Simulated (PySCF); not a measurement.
# HfH2: relaxation and vibrations of the singlet

Where does singlet HfH2 go from a PBE0 minimum start, is the end point a minimum, and what are its modes, charges and moments?

The runs use PySCF 2.14.0; PBE0, basis Hf def2-TZVP with ECP60, H def2-TZVP, scalar-relativistic core potentials, no spin–orbit coupling, density fitting.

## 1. The system as given

3 atoms, charge 0, spin multiplicity 1.

Bond lengths: Hf1–H2 1.829 Å, Hf1–H3 1.829 Å. Angles: H2–Hf1–H3 126.3°.

Z-matrix (Å, degrees; charge 0 multiplicity 1):
```
Hf
H  1 1.8289
H  1 1.8289 2 126.31
```

## 2. Finding the electronic state

The steps below are one call of a driver around PySCF. For each, scf.py gives the equivalent set-up of the SCF; relaxations use the driver's own optimiser. After this first run the driver tries any further starts and a stability analysis.

scf.py reads:

```python
from pyscf import gto, scf, dft
mol = gto.M(atom='''
Hf     0.002089     0.008907     0.000000
H     -0.186496    -0.795151     1.631797
H     -0.186496    -0.795151    -1.631797''',
    basis={'Hf': 'def2-TZVP', 'H': 'def2-TZVP'},
    ecp={'Hf': 'def2-TZVP'},
    charge=0, spin=0)
mf = dft.RKS(mol, xc='PBE0')
mf.grids.atom_grid = (50, 194)
aux = {'Hf': 'def2-universal-JKFIT', 'H': 'def2-universal-JKFIT'}
mf = mf.density_fit(auxbasis=aux)
mf.conv_tol = 1e-08
mf.diis_space = 10
mf.max_cycle = 60
mf.init_guess = 'minao'
mf.verbose = 4
mf.kernel()
```

Command:

```bash
> OMP_NUM_THREADS=2 python axn.py task.json out
```

The log of the run:

```text
init E= -31.3003864771352
  HOMO = -0.318753343152738  LUMO = -0.291812951846071  gap/eV = 0.73309
cycle= 1 E= -48.9993031487744  delta_E= -17.7  |g|= 0.391  |ddm|=  4.5
  HOMO = -0.131199881977852  LUMO = -0.0177489258428951  gap/eV = 3.08716
cycle= 2 E= -49.0123120786199  delta_E= -0.013  |g|= 0.333  |ddm|= 1.53
  HOMO = -0.185867915693073  LUMO = -0.0854233153811389  gap/eV = 2.73324
cycle= 3 E= -49.0474378635572  delta_E= -0.0351  |g|= 0.0401  |ddm|= 0.653
  HOMO = -0.186913790132024  LUMO = -0.083436459149277  gap/eV = 2.81576
cycle= 4 E= -49.0479970938332  delta_E= -0.000559  |g|= 0.00808  |ddm|= 0.082
  HOMO = -0.186059363755446  LUMO = -0.082265272077153  gap/eV = 2.82438
cycle= 5 E= -49.0480233927418  delta_E= -2.63e-05  |g|= 0.00389  |ddm|= 0.0164
  HOMO = -0.18654722146025  LUMO = -0.0828909827061159  gap/eV = 2.82063
cycle= 6 E= -49.0480325585038  delta_E= -9.17e-06  |g|= 0.00125  |ddm|= 0.00894
  HOMO = -0.186510217929424  LUMO = -0.0829333613792846  gap/eV = 2.81847
cycle= 7 E= -49.0480347663052  delta_E= -2.21e-06  |g|= 0.000239  |ddm|= 0.00621
  HOMO = -0.18647703700046  LUMO = -0.0829074170818628  gap/eV = 2.81827
cycle= 8 E= -49.0480348394385  delta_E= -7.31e-08  |g|= 4.13e-05  |ddm|= 0.00151
  HOMO = -0.18647216296139  LUMO = -0.0829001926380127  gap/eV = 2.81834
cycle= 9 E= -49.0480348403524  delta_E= -9.14e-10  |g|= 4.62e-06  |ddm|= 0.000138
  HOMO = -0.186472505201594  LUMO = -0.08290043551834  gap/eV = 2.81834
Extra cycle  E= -49.0480348403671  delta_E= -1.48e-11  |g|= 2.7e-06  |ddm|= 1.72e-05
converged SCF energy = -49.0480348403671
```

This step, with its further starts and checks, needed 1.3 s of wall time on 2 threads of Arm Neoverse N1, shared host.

The test of internal stability found no lower closed-shell solution.

## 3. Relaxation: PBE0 minimum start, singlet

The program finds C2v symmetry in the start, which this walk keeps. Threshold on the gradient: 0.0003 Eh/bohr, with a further test on the energy change.

scf.py: that of step 2 with these lines changed.

```diff
@@ -16 +15,0 @@
-mf.init_guess = 'minao'
```

The optimiser's trace:

| step | energy (Eh) | change (kJ/mol) | largest symmetric gradient (Eh/bohr) |
| --- | --- | --- | --- |
| 0 | -49.048035 | 0.00 | 0.00004 |

The walk took 0.7 s.

After 0 steps and 0.0 kJ/mol it ends at C2v: Hf–H 1.829 Å (×2); H–Hf–H 126.3°.

## 4. Hessian and properties

The point is checked on the finer grid, and tightened if its gradient asks for it. The Hessian and the dipole derivatives come from central differences of analytic gradients, with steps of 0.02 bohr.

scf.py: that of step 3 with these lines changed.

```diff
@@ -3 +3 @@
-Hf     0.002089     0.008907     0.000000
+Hf     0.002089     0.008907    -0.000000
@@ -10 +10 @@
-mf.grids.atom_grid = (50, 194)
+mf.grids.atom_grid = (75, 302)
@@ -13 +13 @@
-mf.conv_tol = 1e-08
+mf.conv_tol = 1e-10
```

This SCF starts from the last density.

SCF at the final geometry:

```text
init E= -49.0480741991921
  HOMO = -0.186470789717792  LUMO = -0.0828962246252294  gap/eV = 2.81841
cycle= 1 E= -49.048074199191  delta_E= 1.12e-12  |g|= 6.63e-06  |ddm|= 2.17e-05
  HOMO = -0.186472889532395  LUMO = -0.0828989660343145  gap/eV = 2.81839
Extra cycle  E= -49.0480741991896  delta_E= 1.39e-12  |g|= 7e-06  |ddm|= 2.34e-05
converged SCF energy = -49.0480741991896
```

The whole step took 9.1 s.

Geometry: C2v; Hf–H 1.829 Å (×2); H–Hf–H 126.3°.

Modes, for the most abundant isotopes:

```json
{"symmetry": "a1", "ω (cm⁻¹)": "657", "IR (km/mol)": "0.0", "type": "bend"}
{"symmetry": "b2", "ω (cm⁻¹)": "1692", "IR (km/mol)": "464", "type": "stretch"}
{"symmetry": "a1", "ω (cm⁻¹)": "1729", "IR (km/mol)": "65.2", "type": "stretch"}
```

Every mode is real; the point is a minimum.

Constants and moments:

| Item | Value |
| --- | --- |
| Dipole moment | 1.12 D |
| Highest occupied level | -5.07 eV |
| Lowest empty level | -2.26 eV |
| Rotational constants | 12.4, 3.141, 2.506 cm⁻¹ |
| Zero-point energy | 24.4 kJ/mol |
| Principal polarisabilities | 57.0, 79.2, 85.3 bohr³ |
| Atomisation energy without zero-point energy | 534 kJ/mol |
| Principal traceless quadrupole moments about the centre of mass | -2.91, 0.98, 1.94 D Å |
| Entropy at 298.15 K and 1 bar | 234.3 J/(mol K) |
| Heat capacity Cp at 298.15 K | 37.4 J/(mol K) |
| Enthalpy at 298.15 K above 0 K | 10.27 kJ/mol |
| Rotational symmetry number | 2 |

Charges (e) and bond orders:

```tsv
atom	Mulliken	Löwdin	polar tensor	Mayer order to Hf1
Hf1	0.34	0.36	0.46	–
H2,3	-0.17	-0.18	-0.23	0.97
```

Mulliken populations on Hf1 (outside its core potential): s 3.51, p 6.33, d 1.80, f 0.02.

## 5. A spin-polarised start

A stability analysis found the closed shell of the lowest minimum unstable towards spin polarisation, so the unrestricted solution is followed.

The program finds C2v symmetry in the start, which may break. The walk stops when the largest gradient is under 0.0003 Eh/bohr and the energy has settled too.

scf.py: that of step 4 with these lines changed.

```diff
@@ -9,2 +9,2 @@
-mf = dft.RKS(mol, xc='PBE0')
-mf.grids.atom_grid = (75, 302)
+mf = dft.UKS(mol, xc='PBE0')
+mf.grids.atom_grid = (50, 194)
@@ -13 +13 @@
-mf.conv_tol = 1e-10
+mf.conv_tol = 1e-08
```

Steps of the walk:

| step | energy (Eh) | change (kJ/mol) | largest gradient (Eh/bohr) |
| --- | --- | --- | --- |
| 0 | -49.055490 | 0.00 | 0.00496 |
| 1 | -49.055609 | -0.31 | 0.00264 |
| 2 | -49.055656 | -0.43 | 0.00011 |
| 3 | -49.055656 | -0.44 | 0.00006 |

The walk took 4 s.

After 3 steps and 0.4 kJ/mol it ends at C2v: Hf–H 1.845 Å (×2); H–Hf–H 124.6°.

## 6. Hessian and properties

As before: finer grid, then central differences.

scf.py: that of step 5 with these lines changed.

```diff
@@ -3,3 +3,3 @@
-Hf     0.002089     0.008907    -0.000000
-H     -0.186496    -0.795151     1.631797
-H     -0.186496    -0.795151    -1.631797''',
+Hf     0.002170     0.009252     0.000000
+H     -0.193725    -0.825975     1.633972
+H     -0.193725    -0.825975    -1.633972''',
@@ -10 +10 @@
-mf.grids.atom_grid = (50, 194)
+mf.grids.atom_grid = (75, 302)
@@ -13 +13 @@
-mf.conv_tol = 1e-08
+mf.conv_tol = 1e-10
```

SCF at the final geometry:

```text
init E= -49.0556811104735
[... the frontier-level lines of each cycle are left out ...]
cycle= 1 E= -49.0556811104842  delta_E= -1.06e-11  |g|= 9.39e-07  |ddm|= 6.21e-06
Extra cycle  E= -49.0556811104945  delta_E= -1.04e-11  |g|= 9.14e-07  |ddm|= 6.07e-06
converged SCF energy = -49.0556811104945  <S^2> = 0.7090753  2S+1 = 1.9586478
```

The whole step needed 20 s of wall time on 2 threads of Arm Neoverse N1, shared host.

Geometry: C2v; Hf–H 1.845 Å (×2); H–Hf–H 124.6°.

Modes, for the most abundant isotopes:

```csv
ω (cm⁻¹),IR (km/mol),type
618,4.5,bend
1665,533,stretch
1690,117,stretch
```

Every mode is real; the point is a minimum.

Here the density breaks the symmetry of the frame, and no labels are given.

Constants and moments:

* Dipole moment: 1.46 D
* Highest occupied level: -5.19 eV
* Lowest empty level: -1.81 eV
* Rotational constants: 11.49, 3.133, 2.461 cm⁻¹
* Zero-point energy: 23.8 kJ/mol
* Principal polarisabilities: 54.5, 77.6, 83.1 bohr³
* Atomisation energy without zero-point energy: 554 kJ/mol
* Principal traceless quadrupole moments about the centre of mass: -3.93, 0.91, 3.01 D Å
* Entropy at 298.15 K and 1 bar: 234.9 J/(mol K)
* Heat capacity Cp at 298.15 K: 37.7 J/(mol K)
* Enthalpy at 298.15 K above 0 K: 10.32 kJ/mol
* Rotational symmetry number: 2
* Spin squared ⟨S²⟩: 0.709

Charges (e) and bond orders:

```
atom  Mulliken  Löwdin  polar tensor  spin (Mulliken)  Mayer order to Hf1
 Hf1      0.36    0.36          0.56             0.00                   –
H2,3     -0.18   -0.18         -0.28             0.00                0.96
```

Outer orbital energies (eV). α occupied: -68.33, -36.81, -36.29, -36.26, -8.96, -7.70, -5.19; empty: -1.81, -1.64, -1.57, -1.20. β occupied: -68.33, -36.81, -36.29, -36.26, -8.96, -7.70, -5.19; empty: -1.81, -1.64, -1.57, -1.20.

Mulliken populations on Hf1 (outside its core potential): s 3.29, p 6.34, d 1.99, f 0.02.

## 7. All stationary points

| spin | group | bonds | imaginary modes (cm⁻¹) | ΔE (kJ/mol) | with zero-point energy |
| --- | --- | --- | --- | --- | --- |
| broken-symmetry (Ms = 0) | C2v (density of lower symmetry) | Hf–H 1.845 Å (×2) | none | 0.0 | 0.0 |
| singlet | C2v | Hf–H 1.829 Å (×2) | none | 20.0 | 20.6 |

## 8. Summary of results

| quantity | value |
| --- | --- |
| minimum | broken-symmetry (Ms = 0), C2v |
| geometry | Hf–H 1.845 Å (×2); H–Hf–H 124.6° |
| wavenumbers (cm⁻¹) | 618, 1665, 1690 |
| dipole moment | 1.46 D |
| highest occupied, lowest empty level (either spin) | -5.19, -1.81 eV |
| polar-tensor charge of Hf1 | +0.56 e |
| zero-point energy | 23.8 kJ/mol |
| entropy at 298.15 K | 234.9 J/(mol K) |
| atomisation energy (no zero-point energy) | 554 kJ/mol |
| ⟨S²⟩ | 0.709 |

In words: The PBE0 minimum start keeps its C2v symmetry and ends in a minimum. The determinant is spin-contaminated (⟨S²⟩ = 0.71 against 0.00), so it is no pure spin state. The strongest infrared band lies at 1665 cm⁻¹ (stretch). Only this shape and spin were tried, so other structures or states may lie lower. The SCF density has lower symmetry than the nuclear frame. With an element this heavy the missing spin–orbit coupling can shift these numbers.

The search up to here took 37 s.
